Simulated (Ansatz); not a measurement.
LuAs:

```xyz
2
Lattice="0.0000 2.8382 2.8382 2.8382 0.0000 2.8382 2.8382 2.8382 0.0000" Properties=species:S:1:pos:R:3 pbc="T T T"
Lu    2.8382    2.8382    2.8382
As    0.0000    0.0000    0.0000
```

The cell is a database's computed one.

```yaml
Program: Ansatz 0.2.0
Task: relaxation of cell and atoms
Functional: RPBE
Dispersion: D3(BJ)
Potentials_or_basis: Ansatz PAW
Cutoff: "420 eV (not typed: the program's choice for these potentials)"
k_mesh: 8 × 8 × 8
Occupations: fermi-dirac, width 0.05 eV
Spin: no spin polarisation
```

At the start: volume 22.86 Å³/atom.

Question: How do energy, volume and symmetry change on relaxing?

Answer: It ends after 6 steps and the volume is 18.42 Å³/atom (-19.4 %); space group Fm-3m (No. 225, to 0.05 Å).

The path:
| step | energy change (eV) | largest force (eV/Å) | volume (Å³) |
| --- | --- | --- | --- |
| 1 | 0.0000 | 0.0000 | 45.73 |
| 2 | -0.5213 | 0.0000 | 39.36 |
| 3 | -0.5741 | 0.0000 | 36.03 |
| 4 | -0.5807 | 0.0000 | 36.92 |
| 5 | -0.5808 | 0.0000 | 36.84 |
| 6 | -0.5789 | 0.0000 | 36.84 |

Final structure:
```cif
data_structure
_symmetry_space_group_name_H-M 'P 1'
_symmetry_Int_Tables_number 1
_cell_length_a 3.7348
_cell_length_b 3.7348
_cell_length_c 3.7348
_cell_angle_alpha 60.000
_cell_angle_beta 60.000
_cell_angle_gamma 60.000
_cell_volume 36.84
loop_
_atom_site_label
_atom_site_type_symbol
_atom_site_fract_x
_atom_site_fract_y
_atom_site_fract_z
_atom_site_occupancy
Lu1 Lu 0.50000 0.50000 0.50000 1
As1 As 0.00000 0.00000 0.00000 1
```

Caveat: the volume moved by over 15 % at a fixed basis, so the end points are rough; the plane-wave basis is chosen anew once the cell has moved, so the energies of steps on either side of that aren't comparable; the PAW data sets come from PBE, with cores solved anew for the run's functional, which leaves a small shift of forces and pressure.
